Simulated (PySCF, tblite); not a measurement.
# perfluoroethane (C₂F₆): a rotation path, then NMR shifts on frames

How do NMR shifts of perfluoroethane (C₂F₆) (`FC(F)(F)C(F)(F)F`) change as the atoms move?

Computed with tblite 0.8.0 and PySCF 2.14.0, with density-fitted response routines of our own, on a single molecule in the gas phase. Atoms are numbered from 0 throughout.

## 1. The molecule as given

8 atoms, charge 0, multiplicity 1; geometry from: GFN2-xTB.

Bonds of the start (Å): F0–C1 1.33, C1–F2 1.33, C1–F3 1.33, C1–C4 1.56, C4–F5 1.33, C4–F6 1.33, C4–F7 1.33.

## 2. The rotation path with GFN2-xTB

What the job is given:

```
{"job": {"kind": "neb", "xc": "GFN2-xTB", "basis": "xTB", "atoms": [0, 1, 4, 7], "turn": 120}, "charge": 0, "multiplicity": 1}
F      1.399414    -0.292322    -1.031753
C      0.768188    -0.069173     0.114777
F      1.260261     1.038854     0.656012
F      1.016651    -1.083283     0.935154
C     -0.765759     0.072656    -0.122341
F     -1.020441     1.084735    -0.942958
F     -1.256428    -1.037790    -0.660153
F     -1.392828     0.295735     1.026698
```

With the program's defaults for keys left out, this is: GFN2-xTB climbing-image nudged elastic band, gas phase.

Command:

```sh
$ OMP_NUM_THREADS=1 python probes_run.py task.json out
```

The driver reads the jobs from task.json and runs them one after another.

Standard output:

```text
image   E - E0 / eV
  0      -0.0000
  1       0.0078
  2       0.0233
  3       0.0382
  4       0.0443
  5       0.0380
  6       0.0228
  7       0.0073
  8      -0.0000
```

It took 0.98 s on 1 thread of Arm Neoverse V2, shared host; peak memory 0.18 GiB.

The final band, with the dihedral F0–C1–C4–F7:

```
image  dihedral (°)  energy (eV)  energy (kcal/mol)
    0          -180        0.000                0.0
    1          -165        0.008                0.2
    2          -150        0.023                0.5
    3          -135        0.038                0.9
    4          -120        0.044                1.0
    5          -105        0.038                0.9
    6           -90        0.023                0.5
    7           -75        0.007                0.2
    8           -60        0.000                0.0
```

## 3. Shielding tensors: image 0, PBE0/pcSseg-1

What the job is given:

```
{"job": {"kind": "nmr", "xc": "PBE0", "basis": "pcSseg-1", "pop": false}, "charge": 0, "multiplicity": 1}
F      1.399400    -0.292300    -1.031800
C      0.768200    -0.069200     0.114800
F      1.260300     1.038900     0.656000
F      1.016700    -1.083300     0.935200
C     -0.765800     0.072700    -0.122300
F     -1.020400     1.084700    -0.943000
F     -1.256400    -1.037800    -0.660200
F     -1.392800     0.295700     1.026700
```

Method: GIAO PBE0/pcSseg-1 NMR shielding, non-relativistic, gas phase.

Standard output:

```text
coarse grid: 8688 points
cycle   1  E = -674.2541472627  dE =  1.541e+00  |g| = 1.227e+00  |ddm| = 2.456e+00
cycle   2  E = -673.9175889433  dE =  3.366e-01  |g| = 1.978e+00  |ddm| = 1.414e+00
cycle   3  E = -674.5018776655  dE = -5.843e-01  |g| = 4.213e-02  |ddm| = 8.686e-01
cycle   4  E = -674.5021166827  dE = -2.390e-04  |g| = 1.835e-02  |ddm| = 3.011e-02
cycle   5  E = -674.5021610634  dE = -4.438e-05  |g| = 2.375e-03  |ddm| = 9.920e-03
cycle   6  E = -674.5021620630  dE = -9.996e-07  |g| = 4.044e-04  |ddm| = 1.844e-03
final grid: 92040 points
cycle   7  E = -674.5848865507  dE = -4.568e-05  |g| = 5.396e-03  |ddm| = 1.654e-02
cycle   8  E = -674.5848818498  dE =  4.701e-06  |g| = 8.001e-03  |ddm| = 6.184e-03
cycle   9  E = -674.5848914106  dE = -9.561e-06  |g| = 2.137e-04  |ddm| = 3.369e-03
cycle  10  E = -674.5848914184  dE = -7.793e-09  |g| = 8.961e-05  |ddm| = 2.091e-04
cycle  11  E = -674.5848914197  dE = -1.344e-09  |g| = 1.157e-05  |ddm| = 5.948e-05
cycle  12  E = -674.5848914198  dE = -1.592e-11  |g| = 4.783e-06  |ddm| = 7.426e-06
converged SCF energy = -674.5848914198

GIAO shielding tensors (ppm)
atom      isotropic    diamagn.    paramagn.     s11        s22        s33       span
  0 F      271.223     471.154    -199.931    196.103    265.701    351.865    155.763
  1 C       61.871     239.779    -177.908     48.605     68.461     68.548     19.943
  2 F      271.181     471.171    -199.990    196.025    265.667    351.852    155.826
  3 F      271.026     471.201    -200.176    195.787    265.467    351.822    156.035
  4 C       61.879     239.779    -177.901     48.598     68.487     68.552     19.955
  5 F      271.315     471.147    -199.832    196.244    265.879    351.822    155.578
  6 F      271.106     471.182    -200.075    195.893    265.552    351.874    155.981
  7 F      271.088     471.195    -200.107    195.902    265.533    351.828    155.927
```

Run time: 11 s. Hardware: 1 thread of Arm Neoverse V2, shared host; peak memory 0.61 GiB.

The references, computed at this level on geometries of the same kind, shield at (ppm): 13C TMS 186.9, 19F CFCl3 170.9. Their shielding less the atom's gives the shift. The references are single molecules in the gas phase, so shifts against H2O, NH3, PH3, H3PO4 or CFCl3 are not on the usual liquid scales and can be off by tens of ppm. Each atom is listed at this fixed geometry, with no averaging over motion; a spectrum would average atoms that exchange fast.

```
atoms              environment  σ (ppm)  δ (ppm)
   C1               CF3 carbon     61.9    125.1
   C4               CF3 carbon     61.9    125.0
   F3  fluorine of a CF3 group    271.0   -100.1
   F7  fluorine of a CF3 group    271.1   -100.1
   F6  fluorine of a CF3 group    271.1   -100.2
   F2  fluorine of a CF3 group    271.2   -100.2
   F0  fluorine of a CF3 group    271.2   -100.3
   F5  fluorine of a CF3 group    271.3   -100.4
```

## 4. Shielding tensors: image 2, PBE0/pcSseg-1

What the job is given:

```
{"job": {"kind": "nmr", "xc": "PBE0", "basis": "pcSseg-1", "pop": false}, "charge": 0, "multiplicity": 1}
F      1.438300     0.031400    -1.028900
C      0.771400    -0.069200     0.113400
F      1.207900     0.877200     0.936500
F      1.044100    -1.250000     0.657700
C     -0.768200     0.074300    -0.125000
F     -1.019100     0.850600    -1.171200
F     -1.317600    -1.113500    -0.349900
F     -1.347600     0.608600     0.942800
```

Method: GIAO PBE0/pcSseg-1 NMR shielding, non-relativistic, gas phase.

Standard output:

```text
coarse grid: 8688 points
cycle   1  E = -674.2486318614  dE =  1.545e+00  |g| = 1.230e+00  |ddm| = 2.465e+00
cycle   2  E = -673.9053847220  dE =  3.432e-01  |g| = 1.992e+00  |ddm| = 1.432e+00
cycle   3  E = -674.4981816286  dE = -5.928e-01  |g| = 4.184e-02  |ddm| = 8.829e-01
cycle   4  E = -674.4984180920  dE = -2.365e-04  |g| = 1.828e-02  |ddm| = 2.970e-02
cycle   5  E = -674.4984618783  dE = -4.379e-05  |g| = 2.453e-03  |ddm| = 9.854e-03
cycle   6  E = -674.4984629056  dE = -1.027e-06  |g| = 6.076e-04  |ddm| = 1.894e-03
final grid: 92040 points
cycle   7  E = -674.5826222176  dE = -4.834e-05  |g| = 5.700e-03  |ddm| = 1.691e-02
cycle   8  E = -674.5826169091  dE =  5.308e-06  |g| = 8.463e-03  |ddm| = 6.518e-03
cycle   9  E = -674.5826275590  dE = -1.065e-05  |g| = 1.997e-04  |ddm| = 3.589e-03
cycle  10  E = -674.5826275657  dE = -6.675e-09  |g| = 9.143e-05  |ddm| = 1.975e-04
cycle  11  E = -674.5826275670  dE = -1.294e-09  |g| = 2.342e-05  |ddm| = 6.232e-05
cycle  12  E = -674.5826275670  dE = -6.276e-11  |g| = 9.184e-06  |ddm| = 1.465e-05
converged SCF energy = -674.5826275670

GIAO shielding tensors (ppm)
atom      isotropic    diamagn.    paramagn.     s11        s22        s33       span
  0 F      267.547     470.976    -203.429    193.838    264.768    344.035    150.197
  1 C       61.331     239.948    -178.617     48.189     67.692     68.113     19.924
  2 F      266.149     471.063    -204.914    192.174    262.036    344.237    152.063
  3 F      266.008     471.109    -205.101    191.706    262.016    344.302    152.596
  4 C       61.449     239.933    -178.484     48.294     67.779     68.273     19.979
  5 F      267.354     470.974    -203.619    193.777    263.951    344.335    150.558
  6 F      266.328     471.071    -204.743    192.353    262.253    344.377    152.025
  7 F      266.643     471.090    -204.447    192.779    263.353    343.796    151.017
```

Wall time 10 s (1 thread of Arm Neoverse V2, shared host); peak memory 0.69 GiB.

Key values: δ C1 125.6, C4 125.5, F3 -95.1, F2 -95.2 ppm.

## 5. NMR shieldings: image 4, PBE0/pcSseg-1

What the job is given:

```
{"job": {"kind": "nmr", "xc": "PBE0", "basis": "pcSseg-1", "pop": false}, "charge": 0, "multiplicity": 1}
F      1.455500     0.341600    -0.945900
C      0.774000    -0.070900     0.114700
F      1.156400     0.650300     1.161800
F      1.092400    -1.338900     0.348000
C     -0.771400     0.074600    -0.124200
F     -1.021900     0.570900    -1.328300
F     -1.369900    -1.105700    -0.029700
F     -1.306100     0.887600     0.779100
```

Level: GIAO PBE0/pcSseg-1 NMR shielding, non-relativistic, gas phase.

Standard output:

```text
coarse grid: 8688 points
cycle   1  E = -674.2438849149  dE =  1.549e+00  |g| = 1.234e+00  |ddm| = 2.476e+00
cycle   2  E = -673.8943870593  dE =  3.495e-01  |g| = 2.005e+00  |ddm| = 1.444e+00
cycle   3  E = -674.4952292693  dE = -6.008e-01  |g| = 4.147e-02  |ddm| = 8.916e-01
cycle   4  E = -674.4954622656  dE = -2.330e-04  |g| = 1.813e-02  |ddm| = 2.916e-02
cycle   5  E = -674.4955051174  dE = -4.285e-05  |g| = 2.488e-03  |ddm| = 9.673e-03
cycle   6  E = -674.4955061597  dE = -1.042e-06  |g| = 6.820e-04  |ddm| = 1.931e-03
final grid: 92040 points
cycle   7  E = -674.5804839374  dE = -5.096e-05  |g| = 5.719e-03  |ddm| = 1.705e-02
cycle   8  E = -674.5804785540  dE =  5.383e-06  |g| = 8.509e-03  |ddm| = 6.625e-03
cycle   9  E = -674.5804893166  dE = -1.076e-05  |g| = 1.906e-04  |ddm| = 3.633e-03
cycle  10  E = -674.5804893230  dE = -6.391e-09  |g| = 8.100e-05  |ddm| = 1.800e-04
cycle  11  E = -674.5804893241  dE = -1.035e-09  |g| = 2.618e-05  |ddm| = 5.754e-05
cycle  12  E = -674.5804893241  dE = -8.231e-11  |g| = 9.954e-06  |ddm| = 1.681e-05
converged SCF energy = -674.5804893241

GIAO shielding tensors (ppm)
atom      isotropic    diamagn.    paramagn.     s11        s22        s33       span
  0 F      263.012     470.884    -207.872    190.542    262.036    336.457    145.915
  1 C       60.942     240.106    -179.164     47.841     67.332     67.652     19.811
  2 F      261.856     470.955    -209.099    189.291    259.743    336.535    147.244
  3 F      261.800     470.971    -209.171    189.022    259.755    336.623    147.601
  4 C       61.074     240.090    -179.017     47.955     67.525     67.741     19.786
  5 F      262.964     470.873    -207.909    190.786    261.428    336.678    145.892
  6 F      262.308     470.946    -208.638    190.056    260.667    336.202    146.146
  7 F      262.098     470.973    -208.874    189.356    260.259    336.680    147.324
```

Wall time 9.8 s (1 thread of Arm Neoverse V2, shared host); peak memory 0.69 GiB.

This run: δ C1 126.0, C4 125.9, F3 -90.9, F2 -90.9 ppm.

## 6. Nuclear shieldings: image 6, PBE0/pcSseg-1

What the job is given:

```
{"job": {"kind": "nmr", "xc": "PBE0", "basis": "pcSseg-1", "pop": false}, "charge": 0, "multiplicity": 1}
F      1.457200     0.621400    -0.787400
C      0.771200    -0.070400     0.112800
F      1.098300     0.372500     1.321300
F      1.133900    -1.345300     0.025800
C     -0.768000     0.076000    -0.123700
F     -1.037100     0.260500    -1.410000
F     -1.397700    -1.018400     0.283700
F     -1.248700     1.113200     0.552900
```

With the program's defaults for keys left out, this is: GIAO PBE0/pcSseg-1 NMR shielding, non-relativistic, gas phase.

Standard output:

```text
coarse grid: 8688 points
cycle   1  E = -674.2485284540  dE =  1.545e+00  |g| = 1.230e+00  |ddm| = 2.465e+00
cycle   2  E = -673.9050633902  dE =  3.435e-01  |g| = 1.992e+00  |ddm| = 1.433e+00
cycle   3  E = -674.4981457975  dE = -5.931e-01  |g| = 4.181e-02  |ddm| = 8.832e-01
cycle   4  E = -674.4983819192  dE = -2.361e-04  |g| = 1.829e-02  |ddm| = 2.969e-02
cycle   5  E = -674.4984257154  dE = -4.380e-05  |g| = 2.488e-03  |ddm| = 9.859e-03
cycle   6  E = -674.4984267505  dE = -1.035e-06  |g| = 6.977e-04  |ddm| = 1.920e-03
final grid: 92040 points
cycle   7  E = -674.5826652753  dE = -4.959e-05  |g| = 5.543e-03  |ddm| = 1.661e-02
cycle   8  E = -674.5826603550  dE =  4.920e-06  |g| = 8.194e-03  |ddm| = 6.412e-03
cycle   9  E = -674.5826703315  dE = -9.976e-06  |g| = 2.083e-04  |ddm| = 3.492e-03
cycle  10  E = -674.5826703384  dE = -6.908e-09  |g| = 9.075e-05  |ddm| = 1.855e-04
cycle  11  E = -674.5826703397  dE = -1.287e-09  |g| = 2.431e-05  |ddm| = 6.534e-05
cycle  12  E = -674.5826703398  dE = -7.140e-11  |g| = 9.683e-06  |ddm| = 1.676e-05
converged SCF energy = -674.5826703398

GIAO shielding tensors (ppm)
atom      isotropic    diamagn.    paramagn.     s11        s22        s33       span
  0 F      267.690     470.972    -203.282    194.011    264.829    344.232    150.222
  1 C       61.374     239.942    -178.568     48.220     67.826     68.075     19.856
  2 F      266.363     471.085    -204.722    192.254    262.437    344.398    152.143
  3 F      266.081     471.094    -205.012    191.904    261.942    344.398    152.494
  4 C       61.433     239.933    -178.500     48.270     67.807     68.222     19.952
  5 F      267.283     470.987    -203.704    193.553    263.738    344.557    151.004
  6 F      266.686     471.085    -204.399    193.043    263.429    343.587    150.543
  7 F      266.479     471.075    -204.596    192.163    262.427    344.848    152.685
```

It took 9.4 s on 1 thread of Arm Neoverse V2, shared host; peak memory 0.69 GiB.

This run: δ C1 125.6, C4 125.5, F3 -95.1, F2 -95.4 ppm.

## 7. Shielding tensors: image 8, PBE0/pcSseg-1

What the job is given:

```
{"job": {"kind": "nmr", "xc": "PBE0", "basis": "pcSseg-1", "pop": false}, "charge": 0, "multiplicity": 1}
F      1.432800     0.854400    -0.565700
C      0.768200    -0.072400     0.114200
F      1.057600     0.064500     1.402900
F      1.186400    -1.267400    -0.285800
C     -0.766000     0.074600    -0.120200
F     -1.055200    -0.062300    -1.408800
F     -1.430800    -0.852100     0.559800
F     -1.184000     1.270100     0.279100
```

Method: GIAO PBE0/pcSseg-1 NMR shielding, non-relativistic, gas phase.

Standard output:

```text
coarse grid: 8688 points
cycle   1  E = -674.2524299382  dE =  1.540e+00  |g| = 1.227e+00  |ddm| = 2.456e+00
cycle   2  E = -673.9154754658  dE =  3.370e-01  |g| = 1.979e+00  |ddm| = 1.415e+00
cycle   3  E = -674.5002474566  dE = -5.848e-01  |g| = 4.212e-02  |ddm| = 8.692e-01
cycle   4  E = -674.5004863792  dE = -2.389e-04  |g| = 1.836e-02  |ddm| = 3.009e-02
cycle   5  E = -674.5005307966  dE = -4.442e-05  |g| = 2.372e-03  |ddm| = 9.921e-03
cycle   6  E = -674.5005317955  dE = -9.989e-07  |g| = 3.944e-04  |ddm| = 1.844e-03
final grid: 92040 points
cycle   7  E = -674.5848906900  dE = -4.980e-05  |g| = 5.366e-03  |ddm| = 1.646e-02
cycle   8  E = -674.5848861748  dE =  4.515e-06  |g| = 7.902e-03  |ddm| = 6.196e-03
cycle   9  E = -674.5848954395  dE = -9.265e-06  |g| = 2.041e-04  |ddm| = 3.331e-03
cycle  10  E = -674.5848954464  dE = -6.871e-09  |g| = 7.426e-05  |ddm| = 1.705e-04
cycle  11  E = -674.5848954473  dE = -8.724e-10  |g| = 1.564e-05  |ddm| = 5.103e-05
converged SCF energy = -674.5848954473

GIAO shielding tensors (ppm)
atom      isotropic    diamagn.    paramagn.     s11        s22        s33       span
  0 F      271.128     471.165    -200.037    195.963    265.606    351.814    155.850
  1 C       61.861     239.780    -177.918     48.593     68.465     68.526     19.932
  2 F      271.092     471.182    -200.091    195.950    265.435    351.890    155.941
  3 F      271.166     471.176    -200.010    195.995    265.687    351.816    155.820
  4 C       61.851     239.778    -177.927     48.582     68.460     68.512     19.931
  5 F      271.107     471.161    -200.054    196.009    265.509    351.805    155.796
  6 F      271.129     471.186    -200.057    195.943    265.601    351.841    155.898
  7 F      271.102     471.181    -200.079    195.860    265.568    351.878    156.018
```

It took 7.3 s on 1 thread of Arm Neoverse V2, shared host; peak memory 0.69 GiB.

In short: δ C4 125.1, C1 125.1, F2 -100.1, F7 -100.2 ppm.

## 8. Run by run: NMR shifts

Shifts (ppm) of some atoms, chosen among heavy atoms and hydrogens apart, with basis size and wall time:

| frame | F3 | F7 | F6 | F2 | F5 | functions | time |
| --- | --- | --- | --- | --- | --- | --- | --- |
| image 0 | -100.1 | -100.1 | -100.2 | -100.2 | -100.4 | 136 | 11 s |
| image 2 | -95.1 | -95.7 | -95.4 | -95.2 | -96.4 | 136 | 10 s |
| image 4 | -90.9 | -91.2 | -91.4 | -90.9 | -92.0 | 136 | 9.8 s |
| image 6 | -95.1 | -95.5 | -95.7 | -95.4 | -96.3 | 136 | 9.4 s |
| image 8 | -100.2 | -100.2 | -100.2 | -100.1 | -100.2 | 136 | 7.3 s |

## 9. Outcome

| quantity | value |
| --- | --- |
| barrier | 0.044 eV (1.0 kcal/mol) at image 4 |
| end to end (GFN2-xTB) | 0.000 eV |
| 13C shifts against TMS (PBE0/pcSseg-1, image 0) | 125.1, 125.0 ppm |
| 19F shifts against CFCl3 (PBE0/pcSseg-1, image 0) | -100.1, -100.1, -100.2, -100.2, -100.3, -100.4 ppm |
| range of the shift of F3 | -100.2 to -90.9 ppm |

What this shows: Along the band the dihedral turns by 120°, and the top (dihedral -120°) lies 1.0 kcal/mol above the start (GFN2-xTB, rough), so at room temperature this motion is fast. The top was not checked by a frequency run. Shifts at one fixed geometry are not the observed spectrum, which averages over the motion. Across the 5 runs the shift of F3 moves most, between -100.2 (image 8) and -90.9 ppm (image 4).
